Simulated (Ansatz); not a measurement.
# YbMg2Bi2: the cost of one run

All numbers are computed with Ansatz 0.2.0 through its Python package. Level of theory: DFT LDA, all-electron LAPW.

## 1. The structure

The structure is trigonal, space group P-3m1 (No. 164). Conventional cell: a = 4.726 Å, b = 4.726 Å, c = 7.645 Å, α = 90.00°, β = 90.00°, γ = 120.00°. Yb (site symmetry -3m) is surrounded by 6 Bi at 3.29 Å. Mg (site symmetry 3m) has 4 Bi at 2.90 to 2.98 Å in its first shell of neighbours. Bi (site symmetry 3m) is surrounded by 4 Mg at 2.90 to 2.98 Å and 3 Yb at 3.29 Å.

No structure file is read: the coordinates are typed or built in the script.

## 2. The script

Input file ybmg2bi2.py:

```python
from collections import Counter

import ansatz as az
from pymatgen.core import Structure

xtal = (
    az.Lattice.from_parameters(4.7258, 4.7258, 7.6453, alpha=90, beta=90, gamma=120)
    .space_group(164)
    .atom("Yb", (0.0, 0.0, 0.0))
    .atom("Mg", (2 / 3, 1 / 3, 0.6308))
    .atom("Bi", (2 / 3, 1 / 3, 0.24119))
)

base = (
    xtal.calculation()
    .functional("lda")
    .kpoints(6, 6, 4)
    .occupations(az.OccupationsMethod.FERMI_DIRAC, width=0.1)
    .pseudopotentials("all_electron", lapw=True, basis_error=0.001)
)
done = base.run(threads=1, backend="cpu")
data = done.report

print("%-22s %14.5f eV" % ("F = E - TS", data["free_energy_ev"]))
print("%-22s %14.5f eV" % ("E", data["internal_energy_ev"]))
print("%-22s %14.5f eV" % ("Harris-Foulkes", data["harris_foulkes_ev"]))
print("%-22s %14.5f eV" % ("Fermi level", data["fermi_energy_ev"]))

final = Structure(done.lattice.cell_ang, [s.symbol for s in done.lattice.sites], [s.position_frac for s in done.lattice.sites])
for index, site in enumerate(final):
    near = final.get_neighbors(site, 4.5)
    edge = 1.15 * min(n.nn_distance for n in near)
    shell = Counter((round(n.nn_distance, 2), n.specie.symbol) for n in near if n.nn_distance < edge)
    print(f"{index:2d} {site.specie.symbol:2s}", ", ".join(f"{count} {symbol} at {d:.2f}" for (d, symbol), count in sorted(shell.items())))

errors = data["lapw_basis_errors"]
print(f"estimated basis error {1000 * errors['total_ev_per_atom']:.3f} meV/atom, target {1000 * errors['basis_error_target_ev_per_atom']:.3f}")
for sphere in errors["spheres"]:
    print(f"  {sphere['species']:2s} muffin-tin radius {sphere['muffin_tin_radius_ang']:.3f} A, core shells {sphere['core_shells']}")
```

## 3. Running it

Started as:

```bash
python ybmg2bi2.py
```

Q: Estimate wall time and peak memory on 1 thread of Arm Neoverse V1, shared host.

About 68 s, with a peak of 0.72 GiB.
